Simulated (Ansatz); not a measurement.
## CuF₂, space group I4/mmm: an equation of state with a fit

Computed with Ansatz's Python interface.

The script, `eos.py`:
```python
"""Bulk modulus of CuF2 from an E(V) curve."""

import logging
import sys

import ansatz as az
import numpy as np
from pymatgen.analysis.eos import EOS

logging.basicConfig(stream=sys.stdout, format="%(levelname)s %(message)s")
logger = logging.getLogger("cuf2")
logger.setLevel(logging.INFO)

vectors0 = np.array([
    [-1.8664, 1.8664, 5.96693],
    [1.8664, -1.8664, 5.96693],
    [1.8664, 1.8664, -5.96693],
])
sites = [
    ("Cu", [0.0, 0.0, 0.0]),
    ("F", [0.5, 0.0, 0.5]),
    ("F", [0.0, 0.5, 0.5]),
]


def make_crystal(cell):
    crystal = az.Crystal(lattice=az.Lattice.of(cell))
    for symbol, position in sites:
        crystal = crystal.atom(symbol, position)
    return crystal

# uniform scaling of the cell
volumes, energies = [], []
for scale in np.linspace(0.95, 1.07, 5):
    cell = vectors0 * scale ** (1 / 3)
    base = (
        make_crystal(cell).calculation()
        .functional(az.Functional.PBESOL, dispersion="d4")
        .occupations(az.OccupationsMethod.GAUSSIAN, width=0.1)
        .basis(500)
        .kpoints(11, 11, 11)
    )
    report = base.run(threads=1).report
    volumes.append(abs(np.linalg.det(cell)) / len(sites))
    energies.append(report["free_energy_ev"] / len(sites))
    logger.info(f"V = {volumes[-1]:8.4f} A^3/atom  F = {energies[-1]:.5f} eV/atom")

for form in ["murnaghan"]:
    fit = EOS(eos_name=form).fit(volumes, energies)
    logger.info(f"{form:18s} V0 {fit.v0:8.4f} A^3/atom  B0 {fit.b0_GPa:7.1f} GPa  B1 {fit.b1:5.2f}")
```

Output of `python eos.py`:
```text
INFO V =  26.3283 A^3/atom  F = -2729.40598 eV/atom
INFO V =  27.1597 A^3/atom  F = -2729.40666 eV/atom
INFO V =  27.9911 A^3/atom  F = -2729.40027 eV/atom
INFO V =  28.8226 A^3/atom  F = -2729.38797 eV/atom
INFO V =  29.6540 A^3/atom  F = -2729.37071 eV/atom
INFO murnaghan          V0  26.8110 A^3/atom  B0    47.3 GPa  B1  4.96
```

A third-order Birch-Murnaghan fit through the 5 points (the script's own form differs a little) has its minimum at 26.81 Å³ an atom, 3.3 % below the typed cell, with a bulk modulus of 47 GPa and dB/dP = 4.7. From that minimum the energy rises by 1.3 meV an atom on the compressed side and 36.6 meV on the expanded side. The window is off centre, so dB/dP is rough.

Caveats:
- Absolute energies stand on the zero of these potentials, so only differences at equal settings mean something.
- The cell holds an odd number of electrons and is run without spin, so a magnetic state may lie lower.
- Shape and fractional positions are held along the curve, so the bulk modulus is an upper value where they are free to relax.
- Dispersion corrections can be off by several per cent in the lattices of metals, and by several GPa in the pressure at a fixed cell.
- Without a Hubbard U or exact exchange, semilocal functionals often make such 3d compounds metallic or too weakly gapped.
- The structure comes from a database of computed cells and needn't be a stable or known phase.
- Finished in 2 min on 1 thread of Arm Neoverse N1, with other jobs on the host, peak memory 0.64 GiB.
